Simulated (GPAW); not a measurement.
**Si in GPAW: the effect of strain hydrostatic**

The system is Si.

```
CELL_PARAMETERS angstrom
0.00000 2.61298 2.61298
2.61298 0.00000 2.61298
2.61298 2.61298 0.00000
ATOMIC_POSITIONS crystal
Si 0.50000 0.50000 0.50000
Si 0.75000 0.75000 0.75000
```

Alike in all runs:

| Property | Result |
| --- | --- |
| Program | GPAW 26.7.0 |
| Task | band structure |
| Functional | PBEsol |
| Potentials or basis | PAW data sets generated in the run's folder for this functional |
| Cutoff | 600 eV |
| Basis | pw |
| k mesh | 8 × 8 × 8 |
| Occupations | fermi-dirac, width 0.05 eV |
| Spin | no spin polarisation |
| Maxiter | 150 |
| Band path | GXWKGLUWLK,UX |
| Band points | 80 |

```csv
strain hydrostatic,gap on the mesh (eV),pressure (GPa)
-0.04,?,?
-0.02,0.42,6.1
-0.01,0.47,2.7
0,0.52,-0.3
0.01,0.57,-2.9
0.02,0.61,-5.1
0.04,0.69,-8.7
```

Question: What does the run with strain hydrostatic -0.04 give?

Answer: gap on the mesh 0.30 eV; pressure 14.4 GPa.

Worked out: A straight line through the other rows of the gap on the mesh, of slope 4.51 eV per unit of strain hydrostatic, extrapolates to 0.34 eV, against the run's 0.30. A parabola through the other rows of the pressure, of slope -422 GPa per unit of strain hydrostatic there, extrapolates to 13.8 GPa, against the run's 14.4.

Caveats: the density grid can change from cell to cell, which puts small steps into energies and stress.

A k mesh can miss the band edges.

Runs at the PBE level aren't shown here.
